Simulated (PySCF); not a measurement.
**[BiF2]+: other functionals and bases at one geometry**

Aim: see how levels, charges and forces of [BiF2]+ depend on the level of theory. The structure is generated, not taken from experiment.

The runs use PySCF 2.14.0; several levels, as the steps say, no spin–orbit coupling.

3 further runs of the same task are left out: 2 for a known fault of the program, 1 that didn't finish. Runs told in other sessions of the task aren't counted.

## (1) Starting geometry

3 atoms, charge 1, spin multiplicity 1.

Bond lengths: Bi1–F2 2.001 Å, Bi1–F3 2.001 Å. Angles: F2–Bi1–F3 95.8°.

Geometry (Å):

```xyz
3
BiF2
Bi    0.0000    0.0000   -0.4836
F     1.4847    0.0000    0.8579
F    -1.4847    0.0000    0.8579
```

Formal oxidation states: Bi +3. An earlier session relaxed this geometry at BP86, Bi def2-SVP with ECP60, F def2-SVP (singlet, point group C2v).

At BP86 on the finer grid: E = -414.030820 Eh, HOMO -15.20 eV, LUMO -11.60 eV, Mulliken charge on Bi1 +1.55 e, largest force component 0.055 eV/Å. 

Levels to run: r2SCAN; BLYP; B3LYP; TPSS; BP86, TZVP; BP86, x2c-SVP. Hardware: 2 threads of Arm Neoverse V2, shared host.

## (2) r2SCAN

run.py (the lines that set the calculation)

```python
mol = gto.M(atom='''
Bi     0.00000     0.00000    -0.48357
F      1.48473     0.00000     0.85794
F     -1.48473     0.00000     0.85794''',
    basis={'Bi': 'def2-SVP', 'F': 'def2-SVP'},
    ecp={'Bi': 'def2-SVP'},
    charge=1, spin=0)
mf = dft.RKS(mol, xc='R2SCAN')
mf.grids.atom_grid = (75, 302)
mf = mf.density_fit()  # fitting sets: Bi def2-universal-JKFIT, F def2-universal-JKFIT
mf.conv_tol = 1e-08; mf.max_cycle = 55
mf.kernel(dm0)  # dm0: the density of the relaxed state
```

Command:

```console
> OMP_NUM_THREADS=2 python run.py
```

What it wrote:

```text
init E= -413.886189602504
  HOMO = -0.58077878825366  LUMO = -0.419177204280434  gap/eV = 4.39740
cycle= 1 E= -413.884389898454  delta_E= 0.0018  |g|= 0.126  |ddm|= 0.21
  HOMO = -0.54022287233901  LUMO = -0.423051648468597  gap/eV = 3.18839
cycle= 2 E= -413.849774182016  delta_E= 0.0346  |g|= 0.429  |ddm|= 0.433
  HOMO = -0.571680656113334  LUMO = -0.421915387536558  gap/eV = 4.07532
cycle= 3 E= -413.887871392985  delta_E= -0.0381  |g|= 0.00595  |ddm|= 0.323
  HOMO = -0.571433087315594  LUMO = -0.421544342043514  gap/eV = 4.07868
cycle= 4 E= -413.887877284839  delta_E= -5.89e-06  |g|= 0.00216  |ddm|= 0.00701
  HOMO = -0.571643271539232  LUMO = -0.421582460481797  gap/eV = 4.08336
cycle= 5 E= -413.887878369449  delta_E= -1.08e-06  |g|= 0.000178  |ddm|= 0.00203
  HOMO = -0.571653160679565  LUMO = -0.421573832361837  gap/eV = 4.08387
cycle= 6 E= -413.887878377143  delta_E= -7.69e-09  |g|= 1.42e-05  |ddm|= 0.0002
  HOMO = -0.571653011469964  LUMO = -0.421576578582179  gap/eV = 4.08379
Extra cycle  E= -413.887878376916  delta_E= 2.27e-10  |g|= 3.56e-05  |ddm|= 4.65e-05
converged SCF energy = -413.887878376916
```

Wall time 1.1 s (2 threads of Arm Neoverse V2, shared host).

It gives: E = -413.887878 Eh, HOMO -15.56 eV, LUMO -11.47 eV, Mulliken charge on Bi1 +1.65 e, largest force component 0.682 eV/Å. 

## (3) BLYP

Edit run.py (the lines that set the calculation) of step 2 so:

```diff
@@ -7,3 +7,3 @@
     charge=1, spin=0)
-mf = dft.RKS(mol, xc='R2SCAN')
+mf = dft.RKS(mol, xc='BLYP')
 mf.grids.atom_grid = (75, 302)
```

Command:

```console
> OMP_NUM_THREADS=2 python run.py
```

What it wrote:

```text
init E= -413.847969766918
  HOMO = -0.552045087521716  LUMO = -0.4179733974822  gap/eV = 3.64828
cycle= 1 E= -413.847601452886  delta_E= 0.000368  |g|= 0.0655  |ddm|= 0.115
  HOMO = -0.533552097106512  LUMO = -0.41907930295098  gap/eV = 3.11496
cycle= 2 E= -413.837078754548  delta_E= 0.0105  |g|= 0.237  |ddm|= 0.213
  HOMO = -0.549943266233395  LUMO = -0.41878603404426  gap/eV = 3.56897
cycle= 3 E= -413.848381731557  delta_E= -0.0113  |g|= 0.00789  |ddm|= 0.179
  HOMO = -0.549168456460082  LUMO = -0.419040362197407  gap/eV = 3.54097
cycle= 4 E= -413.848400113172  delta_E= -1.84e-05  |g|= 0.00113  |ddm|= 0.0105
  HOMO = -0.549215671882375  LUMO = -0.419015934031865  gap/eV = 3.54292
cycle= 5 E= -413.848400445237  delta_E= -3.32e-07  |g|= 0.000274  |ddm|= 0.00118
  HOMO = -0.549226177897333  LUMO = -0.419005459860411  gap/eV = 3.54349
cycle= 6 E= -413.848400462588  delta_E= -1.74e-08  |g|= 3.93e-05  |ddm|= 0.000233
  HOMO = -0.549229278834349  LUMO = -0.419006105709812  gap/eV = 3.54355
cycle= 7 E= -413.848400462723  delta_E= -1.35e-10  |g|= 3.14e-05  |ddm|= 4.09e-05
  HOMO = -0.549232484750751  LUMO = -0.419006197447931  gap/eV = 3.54364
Extra cycle  E= -413.848400459332  delta_E= 3.39e-09  |g|= 0.000133  |ddm|= 0.000121
converged SCF energy = -413.848400459332
```

It took 0.9 s on 2 threads of Arm Neoverse V2, shared host.

Result: E = -413.848400 Eh, HOMO -14.95 eV, LUMO -11.40 eV, Mulliken charge on Bi1 +1.54 e, largest force component 0.256 eV/Å. 

## (4) B3LYP

Edit run.py (the lines that set the calculation) of step 3 so:

```diff
@@ -7,3 +7,3 @@
     charge=1, spin=0)
-mf = dft.RKS(mol, xc='BLYP')
+mf = dft.RKS(mol, xc='B3LYP')
 mf.grids.atom_grid = (75, 302)
```

Command:

```console
> OMP_NUM_THREADS=2 python run.py
```

What it wrote:

```text
init E= -413.936574360587
  HOMO = -0.618442513188484  LUMO = -0.402827639882275  gap/eV = 5.86718
cycle= 1 E= -413.934632058289  delta_E= 0.00194  |g|= 0.155  |ddm|= 0.269
  HOMO = -0.575307261869423  LUMO = -0.410909055493168  gap/eV = 4.47350
cycle= 2 E= -413.905239402043  delta_E= 0.0294  |g|= 0.42  |ddm|= 0.417
  HOMO = -0.607789383694019  LUMO = -0.408910354476713  gap/eV = 5.41177
cycle= 3 E= -413.93956994566  delta_E= -0.0343  |g|= 0.0045  |ddm|= 0.294
  HOMO = -0.607658900461348  LUMO = -0.408342012073028  gap/eV = 5.42369
cycle= 4 E= -413.939574093371  delta_E= -4.15e-06  |g|= 0.000939  |ddm|= 0.00585
  HOMO = -0.607772429991253  LUMO = -0.408407832731829  gap/eV = 5.42499
cycle= 5 E= -413.939574269692  delta_E= -1.76e-07  |g|= 8.77e-05  |ddm|= 0.00117
  HOMO = -0.607765285016809  LUMO = -0.408405643392928  gap/eV = 5.42485
cycle= 6 E= -413.939574271947  delta_E= -2.26e-09  |g|= 3.54e-05  |ddm|= 0.000154
  HOMO = -0.607757425236181  LUMO = -0.408409482481492  gap/eV = 5.42453
Extra cycle  E= -413.939574270874  delta_E= 1.07e-09  |g|= 8.33e-05  |ddm|= 9.52e-05
converged SCF energy = -413.939574270874
```

Wall time 0.8 s (2 threads of Arm Neoverse V2, shared host).

It gives: E = -413.939574 Eh, HOMO -16.54 eV, LUMO -11.11 eV, Mulliken charge on Bi1 +1.66 e, largest force component 0.624 eV/Å. 

## (5) TPSS

Edit run.py (the lines that set the calculation) of step 4 so:

```diff
@@ -7,3 +7,3 @@
     charge=1, spin=0)
-mf = dft.RKS(mol, xc='B3LYP')
+mf = dft.RKS(mol, xc='TPSS')
 mf.grids.atom_grid = (75, 302)
```

Command:

```console
> OMP_NUM_THREADS=2 python run.py
```

What it wrote:

```text
init E= -413.829299095581
  HOMO = -0.563188735372159  LUMO = -0.417250195203646  gap/eV = 3.97119
cycle= 1 E= -413.828576035846  delta_E= 0.000723  |g|= 0.0719  |ddm|= 0.114
  HOMO = -0.54068519794516  LUMO = -0.419879615004064  gap/eV = 3.28729
cycle= 2 E= -413.816009091092  delta_E= 0.0126  |g|= 0.257  |ddm|= 0.254
  HOMO = -0.558813930571566  LUMO = -0.419146520821638  gap/eV = 3.80054
cycle= 3 E= -413.829687265494  delta_E= -0.0137  |g|= 0.00381  |ddm|= 0.192
  HOMO = -0.558453649135193  LUMO = -0.418737176686886  gap/eV = 3.80188
cycle= 4 E= -413.829690242936  delta_E= -2.98e-06  |g|= 0.000943  |ddm|= 0.00639
  HOMO = -0.558533843817562  LUMO = -0.418749247946838  gap/eV = 3.80373
cycle= 5 E= -413.829690425064  delta_E= -1.82e-07  |g|= 7.1e-05  |ddm|= 0.000681
  HOMO = -0.558538370952556  LUMO = -0.418749708475524  gap/eV = 3.80384
cycle= 6 E= -413.829690426028  delta_E= -9.63e-10  |g|= 1.73e-05  |ddm|= 4.8e-05
  HOMO = -0.558543713902033  LUMO = -0.41874916742044  gap/eV = 3.80400
Extra cycle  E= -413.829690425262  delta_E= 7.66e-10  |g|= 6.32e-05  |ddm|= 6.37e-05
converged SCF energy = -413.829690425262
```

It took 1.1 s on 2 threads of Arm Neoverse V2, shared host.

Read off: E = -413.829690 Eh, HOMO -15.20 eV, LUMO -11.39 eV, Mulliken charge on Bi1 +1.59 e, largest force component 0.256 eV/Å. 

## (6) BP86, TZVP

Basis: Bi def2-TZVP with ECP60, F def2-TZVP. 

run.py (the lines that set the calculation)

```python
mol = gto.M(atom='''
Bi     0.00000     0.00000    -0.48357
F      1.48473     0.00000     0.85794
F     -1.48473     0.00000     0.85794''',
    basis={'Bi': 'def2-TZVP', 'F': 'def2-TZVP'},
    ecp={'Bi': 'def2-TZVP'},
    charge=1, spin=0)
mf = dft.RKS(mol, xc='B88,P86')
mf.grids.atom_grid = (75, 302)
mf = mf.density_fit()  # fitting sets: Bi def2-universal-JKFIT, F def2-universal-JKFIT
mf.conv_tol = 1e-08; mf.max_cycle = 55
mf.kernel(dm0)  # dm0: free metal ions and neutral atoms
```

Command:

```console
> OMP_NUM_THREADS=2 python run.py
```

What it wrote:

```text
init E= -414.270367725068
  HOMO = -0.653254450967118  LUMO = -0.41850730904515  gap/eV = 6.38780
cycle= 1 E= -414.116686014723  delta_E= 0.154  |g|= 0.972  |ddm|= 1.51
  HOMO = -0.344185256493451  LUMO = -0.332998075628387  gap/eV = 0.30442
cycle= 2 E= -410.352706970663  delta_E= 3.76  |g|= 4.16  |ddm|= 3.18
  HOMO = -0.566742898598075  LUMO = -0.413518230763927  gap/eV = 4.16946
cycle= 3 E= -414.300247171838  delta_E= -3.95  |g|= 0.139  |ddm|= 2.77
  HOMO = -0.562462319361949  LUMO = -0.434488353041719  gap/eV = 3.48235
cycle= 4 E= -414.300372615195  delta_E= -0.000125  |g|= 0.138  |ddm|= 0.257
  HOMO = -0.565428474922126  LUMO = -0.432113861275628  gap/eV = 3.62768
cycle= 5 E= -414.303399591237  delta_E= -0.00303  |g|= 0.0543  |ddm|= 0.0956
  HOMO = -0.567264128939655  LUMO = -0.430576083857652  gap/eV = 3.71947
cycle= 6 E= -414.303965209362  delta_E= -0.000566  |g|= 0.0174  |ddm|= 0.034
  HOMO = -0.568829863109889  LUMO = -0.430791543361106  gap/eV = 3.75621
cycle= 7 E= -414.304021074549  delta_E= -5.59e-05  |g|= 0.00226  |ddm|= 0.0109
  HOMO = -0.568882900933261  LUMO = -0.430734179761302  gap/eV = 3.75922
cycle= 8 E= -414.304021820553  delta_E= -7.46e-07  |g|= 0.000307  |ddm|= 0.00209
  HOMO = -0.568883515678796  LUMO = -0.430722620109883  gap/eV = 3.75955
cycle= 9 E= -414.304021836703  delta_E= -1.61e-08  |g|= 3.9e-05  |ddm|= 0.00021
  HOMO = -0.568884067266827  LUMO = -0.430719655689636  gap/eV = 3.75965
cycle= 10 E= -414.304021836954  delta_E= -2.51e-10  |g|= 9.65e-06  |ddm|= 4.03e-05
  HOMO = -0.568881158424491  LUMO = -0.430720312258128  gap/eV = 3.75955
Extra cycle  E= -414.30402183673  delta_E= 2.24e-10  |g|= 3.63e-05  |ddm|= 3.09e-05
converged SCF energy = -414.30402183673
```

Wall time 3.3 s (2 threads of Arm Neoverse V2, shared host).

Result: E = -414.304022 Eh, HOMO -15.48 eV, LUMO -11.72 eV, Mulliken charge on Bi1 +1.59 e, largest force component 1.177 eV/Å. 

## (7) BP86, x2c-SVP

Basis: Bi x2c-SVPall, F x2c-SVPall. All electrons are treated, with the spin-free X2C Hamiltonian.

run.py (the lines that set the calculation)

```python
mol = gto.M(atom='''
Bi     0.00000     0.00000    -0.48357
F      1.48473     0.00000     0.85794
F     -1.48473     0.00000     0.85794''',
    basis={'Bi': 'x2c-SVPall', 'F': 'x2c-SVPall'},
    nucmod='G',
    charge=1, spin=0)
mf = dft.RKS(mol, xc='B88,P86')
mf.grids.atom_grid = (99, 590)
mf = mf.density_fit()  # fitting sets: Bi AutoAux, F AutoAux
mf = mf.sfx2c1e()
mf.conv_tol = 1e-08; mf.max_cycle = 55
mf.kernel(dm0)  # dm0: free metal ions and neutral atoms
```

Command:

```console
> OMP_NUM_THREADS=2 python run.py
```

What it wrote:

```text
init E= -21736.2137090937
  HOMO = -0.643977866485615  LUMO = -0.416342401690835  gap/eV = 6.19428
cycle= 1 E= -21735.8491836785  delta_E= 0.365  |g|= 0.935  |ddm|= 1.76
  HOMO = -0.336036323396787  LUMO = -0.321385369910114  gap/eV = 0.39867
cycle= 2 E= -21732.309169233  delta_E= 3.54  |g|= 3.91  |ddm|= 3.65
  HOMO = -0.558277010549845  LUMO = -0.41140518095899  gap/eV = 3.99659
cycle= 3 E= -21736.0309677043  delta_E= -3.72  |g|= 0.149  |ddm|= 3.16
  HOMO = -0.553681514316  LUMO = -0.429852433238676  gap/eV = 3.36956
cycle= 4 E= -21736.0324035443  delta_E= -0.00144  |g|= 0.129  |ddm|= 0.295
  HOMO = -0.556491629809571  LUMO = -0.428564664609874  gap/eV = 3.48107
cycle= 5 E= -21736.0350077567  delta_E= -0.0026  |g|= 0.0466  |ddm|= 0.0987
  HOMO = -0.557992731346847  LUMO = -0.427097250723063  gap/eV = 3.56185
cycle= 6 E= -21736.0354713988  delta_E= -0.000464  |g|= 0.0155  |ddm|= 0.0353
  HOMO = -0.55930497777513  LUMO = -0.427143650197428  gap/eV = 3.59629
cycle= 7 E= -21736.0355223458  delta_E= -5.09e-05  |g|= 0.0016  |ddm|= 0.0122
  HOMO = -0.559338110558865  LUMO = -0.427101820074623  gap/eV = 3.59833
cycle= 8 E= -21736.0355227187  delta_E= -3.73e-07  |g|= 0.000101  |ddm|= 0.00149
  HOMO = -0.559324075975102  LUMO = -0.427087629875488  gap/eV = 3.59834
cycle= 9 E= -21736.0355227206  delta_E= -1.9e-09  |g|= 2.73e-05  |ddm|= 0.000118
  HOMO = -0.559332055422009  LUMO = -0.42708567622735  gap/eV = 3.59861
Extra cycle  E= -21736.0355227188  delta_E= 1.88e-09  |g|= 0.0001  |ddm|= 0.000104
converged SCF energy = -21736.0355227188
```

Wall time 8.1 s (2 threads of Arm Neoverse V2, shared host).

Read off: E = -21736.035523 Eh, HOMO -15.22 eV, LUMO -11.62 eV, Mulliken charge on Bi1 +1.59 e, largest force component 0.406 eV/Å. 

## (8) Results

| level | state | HOMO (eV) | gap (eV) | charge on Bi1 (e) | dipole (D) | largest force component (eV/Å) | basis functions | time |
| --- | --- | --- | --- | --- | --- | --- | --- | --- |
| BP86 (relaxed here) | singlet | -15.20 | 3.60 | 1.55 | 3.91 | 0.05 | 54 | 1.7 s |
| r2SCAN | singlet | -15.56 | 4.08 | 1.65 | 4.26 | 0.68 | 54 | 1.1 s |
| BLYP | singlet | -14.95 | 3.54 | 1.54 | 3.87 | 0.26 | 54 | 0.9 s |
| B3LYP | singlet | -16.54 | 5.42 | 1.66 | 4.37 | 0.62 | 54 | 0.8 s |
| TPSS | singlet | -15.20 | 3.80 | 1.59 | 4.02 | 0.26 | 54 | 1.1 s |
| BP86, TZVP | singlet | -15.48 | 3.76 | 1.59 | 4.05 | 1.18 | 112 | 3.3 s |
| BP86, x2c-SVP | singlet | -15.22 | 3.60 | 1.59 | 3.90 | 0.41 | 90 | 8.1 s |

Times are on 2 threads of Arm Neoverse V2, shared host; the first row also made further properties. The dipole of a charged species depends on the origin, so these sizes hold for this origin alone.

In one basis the HOMO–LUMO gap runs from 3.54 eV (BLYP) to 5.42 eV (B3LYP). The largest leftover force, 1.18 eV/Å with BP86, TZVP, stands at a geometry relaxed at another level. The Mulliken charge on Bi spans +1.54 to +1.66 e over the levels. Total energies of different levels can't be compared. Spin–orbit coupling is left out throughout.
